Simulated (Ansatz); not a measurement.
# BrH3HfO3: the cost of one run

Method: RKS B3LYP/def2-SVP, in Ansatz 0.2.0.

### Step 1. The system as given

Bond lengths: O1–Hf2 1.861 Å, Hf2–O3 1.864 Å, Hf2–O4 1.861 Å, Hf2–Br5 2.445 Å, O1–H6 0.960 Å, O3–H7 0.965 Å, O4–H8 0.961 Å. Angles: O1–Hf2–O3 111.4°, O1–Hf2–O4 107.0°, O1–Hf2–Br5 115.2°, O3–Hf2–O4 110.1°, O3–Hf2–Br5 98.6°, O4–Hf2–Br5 114.4°, Hf2–O1–H6 122.5°, Hf2–O3–H7 116.6°, Hf2–O4–H8 122.0°.

Structure file:

```xyz
8

O     1.2556    0.2142    1.3303
Hf    0.2379    0.0470   -0.2193
O    -0.8623   -1.4557   -0.1514
O    -0.7945    1.5891   -0.3616
Br    1.4996   -0.5124   -2.2378
H     0.8597    0.3410    2.1961
H    -0.7875   -2.0787   -0.8839
H    -1.4086    1.8556    0.3276
```

### Step 2. Preparing the start

Input file input.yaml:

```yaml
crystal:
  periodic: [false, false, false]
  atoms:
    - { symbol: O, position_ang: [1.25558, 0.21421, 1.33032] }
    - { symbol: Hf, position_ang: [0.23794, 0.04697, -0.21934] }
    - { symbol: O, position_ang: [-0.86233, -1.45571, -0.15135] }
    - { symbol: O, position_ang: [-0.79448, 1.58905, -0.36158] }
    - { symbol: Br, position_ang: [1.49962, -0.51243, -2.23782] }
    - { symbol: H, position_ang: [0.85974, 0.34099, 2.19607] }
    - { symbol: H, position_ang: [-0.78747, -2.07865, -0.88392] }
    - { symbol: H, position_ang: [-1.40859, 1.85557, 0.32763] }
basis:
  gaussian: { orbitals: def2-SVP }
hamiltonian:
  xc: b3lyp
relax:
  f_tol: 0.02
  max_steps: 40
scf:
  lower_state_search: "off"
```

The run is started by

```console
> ansatz run input.yaml --threads 2 --pin off --max-ram 3072MiB --backend cpu --events-out ev --progress --plain --runs-dir out
```

**Question.** How long does this run take on 2 threads of Arm Neoverse N1, shared host, and how much memory does it need?

About 53 s, with a peak of 0.27 GiB.
